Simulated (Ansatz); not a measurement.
**C₈H₁₈N₂: a ladder of functionals and wavefunction methods**

The task here is to estimate one member of a computed series from the others.

The runs use Ansatz 0.2.0, Gaussian basis; functionals in def2-TZVPP, the program's frozen cores in correlated methods.

Levels to be run: LDA (SPW92), PBE-D4, revPBE-D4, BLYP-D4, r2SCAN-D4, B97M-V, PBE0-D4, B3LYP-D4, r2SCANh-D4, r2SCAN0-D4, HSE06-D4, BHLYP-D4, CAM-B3LYP-D4, LC-ωPBE, ωB97X-V, ωB97M-V, B2PLYP, PBE-QIDH; CCSD(T)/def2-SVP; CCSD(T)/def2-TZVPP; MP2/def2-QZVPP; extrapolation to the limit; RPA on PBE.

### The geometry

The geometry comes from an earlier relaxation with PBE0-D4 in a triple-zeta def2 set; it is a stationary point, not always the lowest conformer.

SMILES `CCCC/N=N/CCCC`, 28 atoms, charge 0, spin multiplicity 1.

Atoms are counted from 1 here; the program's logs count them from 0.

Bond lengths: C1–C2 1.518 Å, C1–H11 1.094 Å, C1–H12 1.094 Å, C1–H13 1.092 Å, C2–C3 1.520 Å, C2–H14 1.095 Å, C2–H15 1.096 Å, C3–C4 1.521 Å, C3–H16 1.095 Å, C3–H17 1.095 Å, C4–N5 1.455 Å, C4–H18 1.096 Å, C4–H19 1.095 Å, N5–N6 1.227 Å, N6–C7 1.455 Å, C7–C8 1.519 Å, C7–H20 1.096 Å, C7–H21 1.096 Å and more. Angles: C2–C1–H11 111.2°, C2–C1–H12 111.1°, C2–C1–H13 111.6°, H11–C1–H12 107.5°, H11–C1–H13 107.7°, H12–C1–H13 107.7°, C1–C2–C3 112.6°, C1–C2–H14 109.7°, C1–C2–H15 109.9°, C3–C2–H14 109.4°, C3–C2–H15 109.2°, H14–C2–H15 106.0°, C2–C3–C4 113.5°, C2–C3–H16 109.6°, C2–C3–H17 109.8°, C4–C3–H16 108.3°, C4–C3–H17 108.9°, H16–C3–H17 106.6° and more.

The first run:

File in.yaml:

```yaml
crystal:
  periodic: [false, false, false]
  atoms:
    - {symbol: C, position_ang: [-2.061406, -3.351246, 0.205771]}
    - {symbol: C, position_ang: [-1.846670, -1.909570, -0.219527]}
    - {symbol: C, position_ang: [-2.881130, -0.966362, 0.372508]}
    - {symbol: C, position_ang: [-2.707327, 0.477890, -0.070184]}
    - {symbol: N, position_ang: [-1.479382, 1.026345, 0.484945]}
    - {symbol: N, position_ang: [-0.702627, 1.455666, -0.362567]}
    - {symbol: C, position_ang: [0.534221, 1.977322, 0.198005]}
    - {symbol: C, position_ang: [1.710352, 1.152965, -0.297369]}
    - {symbol: C, position_ang: [3.048311, 1.723606, 0.141957]}
    - {symbol: C, position_ang: [4.225052, 0.889878, -0.333863]}
    - {symbol: H, position_ang: [-3.044948, -3.713493, -0.107134]}
    - {symbol: H, position_ang: [-2.004921, -3.453183, 1.293213]}
    - {symbol: H, position_ang: [-1.310040, -4.014158, -0.229084]}
    - {symbol: H, position_ang: [-0.845248, -1.582722, 0.078066]}
    - {symbol: H, position_ang: [-1.875723, -1.835239, -1.312717]}
    - {symbol: H, position_ang: [-3.885663, -1.294912, 0.084578]}
    - {symbol: H, position_ang: [-2.838886, -1.009591, 1.466325]}
    - {symbol: H, position_ang: [-2.706936, 0.569723, -1.162628]}
    - {symbol: H, position_ang: [-3.523341, 1.083252, 0.338638]}
    - {symbol: H, position_ang: [0.633202, 3.005929, -0.166936]}
    - {symbol: H, position_ang: [0.484941, 1.988952, 1.292713]}
    - {symbol: H, position_ang: [1.668564, 1.092623, -1.390079]}
    - {symbol: H, position_ang: [1.605750, 0.127104, 0.074256]}
    - {symbol: H, position_ang: [3.145036, 2.747844, -0.236073]}
    - {symbol: H, position_ang: [3.069487, 1.800559, 1.234912]}
    - {symbol: H, position_ang: [4.244142, 0.822686, -1.425104]}
    - {symbol: H, position_ang: [5.176450, 1.317759, -0.010148]}
    - {symbol: H, position_ang: [4.168729, -0.129619, 0.057513]}
basis:
  gaussian: {orbitals: def2-TZVPP}
hamiltonian: {xc: lda}
output: {orbitals: {seedname: orbitals}}
```

Run with:

```
$ ansatz run in.yaml --threads 4 --pin off --events-out ev --progress --plain --max-ram 41984MiB --backend cuda --devices 0, --max-vram 37GiB
```

Among the steps run: LDA; PBE-D4 (GGA); revPBE-D4 (GGA); BLYP-D4 (GGA); r2SCAN-D4 (meta-GGA); B97M-V (meta-GGA); PBE0-D4 (hybrid); B3LYP-D4 (hybrid); r2SCANh-D4 (hybrid); r2SCAN0-D4 (hybrid); HSE06-D4 (hybrid); BHLYP-D4 (hybrid); CAM-B3LYP-D4 (range-separated); LC-ωPBE (range-separated); ωB97X-V (range-separated); ωB97M-V (range-separated); B2PLYP (double hybrid); PBE-QIDH (double hybrid).

One table of the session follows, with a row left open; its other results are not shown here.

It belongs to the step «Frontier levels by functional». 

```
  functional  HOMO (eV)  gap (eV)
 LDA (SPW92)      -5.09      2.87
      PBE-D4      -4.92      2.97
   revPBE-D4      -4.85      3.00
     BLYP-D4          ?         ?
   r2SCAN-D4      -5.18      3.41
      B97M-V      -5.42      3.73
     PBE0-D4      -6.39      5.66
    B3LYP-D4      -6.19      5.17
  r2SCANh-D4      -5.74      4.42
  r2SCAN0-D4      -6.58      5.94
    HSE06-D4      -5.98      4.86
    BHLYP-D4      -7.85      8.44
CAM-B3LYP-D4      -7.89      8.38
     LC-ωPBE      -9.22     10.97
     ωB97X-V      -8.90     10.55
     ωB97M-V      -8.85     10.42
```

**Question.** Estimate the row for BLYP-D4.

Worked estimate for «HOMO (eV)». Against the share of exact exchange, B3LYP-D4 (0.2, -6.19), BHLYP-D4 (0.5, -7.85) give a slope of -5.53 per unit share; at 0 the line stands at -5.08.

As computed: HOMO (eV): -4.86; gap (eV): 3.02. In «HOMO (eV)» the line misses by -0.22.
